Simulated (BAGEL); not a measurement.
# BPNH5S (SMILES NBPS) at HF/6-31G(d) (density fitting with qzvpp-jkfit, spherical functions)

What is the vertical singlet–triplet gap of BPNH5S at HF/6-31G* (density fitting with qzvpp-jkfit, spherical functions)? 

The results are computed with BAGEL 1.2.2.

## (1) Starting point

The species is BPNH5S (9 atoms), meant as a singlet with charge 0. As SMILES, `NBPS`. The coordinates come from a PBE0-D4/def2-TZVP relaxation. This is one conformer, not always the lowest.

Bond lengths: N1–B2 1.383 Å, B2–P3 1.948 Å, P3–S4 2.131 Å, N1–H5 1.007 Å, N1–H6 1.007 Å, B2–H7 1.196 Å, P3–H8 1.420 Å, S4–H9 1.342 Å. Angles: N1–B2–P3 117.8°, B2–P3–S4 94.1°, N1–B2–H7 119.3°, P3–B2–H7 122.9°, B2–N1–H5 123.2°, B2–N1–H6 123.0°, B2–P3–H8 97.8°, S4–P3–H8 97.2°, P3–S4–H9 95.3°, H5–N1–H6 113.8°.

## (2) The energy at HF/6-31G(d) (density fitting with qzvpp-jkfit, spherical functions)

Input file calc.json:

```json
{ "bagel": [

{
  "title": "molecule",
  "basis": "6-31gs.json",
  "df_basis": "qzvpp-jkfit",
  "angstrom": true,
  "geometry": [
    { "atom": "N", "xyz": [    0.614100,    1.314700,   -0.950300 ] },
    { "atom": "B", "xyz": [    0.768700,    0.115100,   -0.279800 ] },
    { "atom": "P", "xyz": [   -0.763300,   -1.086500,   -0.204400 ] },
    { "atom": "S", "xyz": [   -1.031000,   -0.857900,    1.897100 ] },
    { "atom": "H", "xyz": [   -0.234600,    1.576100,   -1.425600 ] },
    { "atom": "H", "xyz": [    1.331100,    2.020700,   -0.982200 ] },
    { "atom": "H", "xyz": [    1.811100,   -0.126300,    0.255200 ] },
    { "atom": "H", "xyz": [   -0.046300,   -2.311100,   -0.161500 ] },
    { "atom": "H", "xyz": [   -2.361400,   -0.691000,    1.834600 ] }
  ]
},
{
  "title": "hf"
},
{
  "title": "print",
  "file": "orbitals.molden",
  "orbitals": true
}

]}
```

The basis set 6-31G* is read from a file made from the Basis Set Exchange's data (not shown).

The run is started by

```
$ BAGEL_NUM_THREADS=1 BAGEL calc.json > calc.out
```

Output:

```text
* using 1 threads per process

  ===============================================================
  ===============================================================

  *** Geometry ***

  { "atom" : "N", "xyz" : [      1.160481,      2.484423,     -1.795807 ] },
  { "atom" : "B", "xyz" : [      1.452632,      0.217507,     -0.528745 ] },
  { "atom" : "P", "xyz" : [     -1.442428,     -2.053187,     -0.386260 ] },
  { "atom" : "S", "xyz" : [     -1.948308,     -1.621196,      3.584999 ] },
  { "atom" : "H", "xyz" : [     -0.443330,      2.978397,     -2.693994 ] },
  { "atom" : "H", "xyz" : [      2.515414,      3.818570,     -1.856089 ] },
  { "atom" : "H", "xyz" : [      3.422483,     -0.238672,      0.482258 ] },
  { "atom" : "H", "xyz" : [     -0.087494,     -4.367346,     -0.305191 ] },
  { "atom" : "H", "xyz" : [     -4.462399,     -1.305801,      3.466892 ] },

  Number of auxiliary basis functions:      498

  Since a DF basis is specified, we compute 2- and 3-index integrals:
    o Being stored without compression. Storage requirement is 0.022 GB

  Number of basis functions:       74
  Number of electrons      :       48

    * METHOD: MOLECULE                             0.25

  *** RHF ***

  === Nuclear Repulsion ===
   192.7980792791

      * DIIS with orbital gradients will be used.

  === RHF iteration (6-31gs.json) ===
      0       -820.15525302          0.01903970           0.06
      1       -820.27503982          0.00989660           0.05
      2       -820.31138231          0.00173323           0.05
      3       -820.31325647          0.00034583           0.05
      4       -820.31333334          0.00008331           0.05
      5       -820.31334316          0.00002189           0.06
      6       -820.31334391          0.00000600           0.05
      7       -820.31334398          0.00000224           0.06
      8       -820.31334399          0.00000081           0.05
      9       -820.31334399          0.00000027           0.06
     10       -820.31334399          0.00000010           0.06
     11       -820.31334399          0.00000004           0.06
     12       -820.31334399          0.00000001           0.05
     13       -820.31334399          0.00000000           0.05
    * SCF iteration converged.

    * Permanent dipole moment:
           (   -0.131901,    -0.777091,     0.788944) a.u.

    * METHOD: HF                                   0.94

    * METHOD: PRINT                                0.01

  ===============================================================
```

Wall time 1.5 s (1 thread of Intel Xeon Platinum 8488C (Sapphire Rapids), shared host); peak memory 0.11 GiB.

## (3) The triplet, same level

Input file hf.json:

```json
{ "bagel": [

{
  "title": "molecule",
  "basis": "6-31gs.json",
  "df_basis": "qzvpp-jkfit",
  "angstrom": true,
  "geometry": [
    { "atom": "N", "xyz": [    0.614100,    1.314700,   -0.950300 ] },
    { "atom": "B", "xyz": [    0.768700,    0.115100,   -0.279800 ] },
    { "atom": "P", "xyz": [   -0.763300,   -1.086500,   -0.204400 ] },
    { "atom": "S", "xyz": [   -1.031000,   -0.857900,    1.897100 ] },
    { "atom": "H", "xyz": [   -0.234600,    1.576100,   -1.425600 ] },
    { "atom": "H", "xyz": [    1.331100,    2.020700,   -0.982200 ] },
    { "atom": "H", "xyz": [    1.811100,   -0.126300,    0.255200 ] },
    { "atom": "H", "xyz": [   -0.046300,   -2.311100,   -0.161500 ] },
    { "atom": "H", "xyz": [   -2.361400,   -0.691000,    1.834600 ] }
  ]
},
{
  "title": "uhf",
  "nopen": 2
},
{
  "title": "print",
  "file": "orbitals.molden",
  "orbitals": true
}

]}
```

The basis set 6-31G* is read from a file made from the Basis Set Exchange's data (not shown).

The run is started by

```
$ BAGEL_NUM_THREADS=1 BAGEL hf.json > hf.out
```

Output:

```text
* using 1 threads per process

  ===============================================================
  ===============================================================

  *** Geometry ***

  { "atom" : "N", "xyz" : [      1.160481,      2.484423,     -1.795807 ] },
  { "atom" : "B", "xyz" : [      1.452632,      0.217507,     -0.528745 ] },
  { "atom" : "P", "xyz" : [     -1.442428,     -2.053187,     -0.386260 ] },
  { "atom" : "S", "xyz" : [     -1.948308,     -1.621196,      3.584999 ] },
  { "atom" : "H", "xyz" : [     -0.443330,      2.978397,     -2.693994 ] },
  { "atom" : "H", "xyz" : [      2.515414,      3.818570,     -1.856089 ] },
  { "atom" : "H", "xyz" : [      3.422483,     -0.238672,      0.482258 ] },
  { "atom" : "H", "xyz" : [     -0.087494,     -4.367346,     -0.305191 ] },
  { "atom" : "H", "xyz" : [     -4.462399,     -1.305801,      3.466892 ] },

  Number of auxiliary basis functions:      498

  Since a DF basis is specified, we compute 2- and 3-index integrals:
    o Being stored without compression. Storage requirement is 0.022 GB

  Number of basis functions:       74
  Number of electrons      :       48

    * METHOD: MOLECULE                             0.25

  *** Open-shell HF ***

  === Nuclear Repulsion ===
   192.7980792791

      * DIIS with orbital gradients will be used.

  === UHF iteration (6-31gs.json) ===
      0       -819.91909043          0.04185250           0.11
      1       -820.06963603          0.02432482           0.11
      2       -820.11645046          0.01427794           0.11
      3       -820.14055835          0.00187127           0.11
      4       -820.14535467          0.00130075           0.11
      5       -820.14793769          0.00114030           0.11
      6       -820.15203882          0.00091451           0.11
      7       -820.15561368          0.00054640           0.11
      8       -820.15644529          0.00047775           0.11
      9       -820.15688518          0.00021179           0.11
     10       -820.15694784          0.00015039           0.11
     11       -820.15701944          0.00008589           0.11
     12       -820.15703979          0.00002812           0.11
     13       -820.15704301          0.00001456           0.12
     14       -820.15704397          0.00000881           0.11
     15       -820.15704437          0.00000558           0.11
     16       -820.15704456          0.00000288           0.11
     17       -820.15704459          0.00000195           0.11
     18       -820.15704461          0.00000120           0.11
     19       -820.15704461          0.00000048           0.11
     20       -820.15704461          0.00000033           0.11
     21       -820.15704461          0.00000022           0.11
     22       -820.15704461          0.00000015           0.11
     23       -820.15704461          0.00000011           0.11
     24       -820.15704461          0.00000007           0.11
     25       -820.15704461          0.00000005           0.12
     26       -820.15704461          0.00000003           0.11
     27       -820.15704461          0.00000002           0.11
     28       -820.15704461          0.00000001           0.11
     29       -820.15704461          0.00000001           0.11
    * SCF iteration converged.

    * S^2 (UHF) is 2.0240

    * Permanent dipole moment:
           (    0.092176,    -0.745019,     1.136834) a.u.

    * METHOD: UHF                                  3.54

    * METHOD: PRINT                                0.01

  ===============================================================
```

Run time: 4.2 s. Hardware: 1 thread of Intel Xeon Platinum 8488C (Sapphire Rapids), shared host; peak memory 0.11 GiB.

## (4) Results

Level: HF/6-31G* (density fitting with qzvpp-jkfit, spherical functions).

| quantity | value |
| --- | --- |
| singlet: total energy | -820.31334 Eh |
| singlet: dipole moment | 2.83 D |
| singlet: HOMO energy | -9.50 eV |
| singlet: LUMO energy | 2.94 eV |
| singlet: HOMO–LUMO gap | 12.45 eV |
| triplet: total energy | -820.15704 Eh |
| triplet: dipole moment | 3.46 D |
| triplet: ⟨S²⟩ | 2.024 |
| vertical energy of the triplet above the singlet | 4.253 eV |

What this shows: At this shape the triplet lies 4.25 eV (410 kJ/mol) above the singlet.
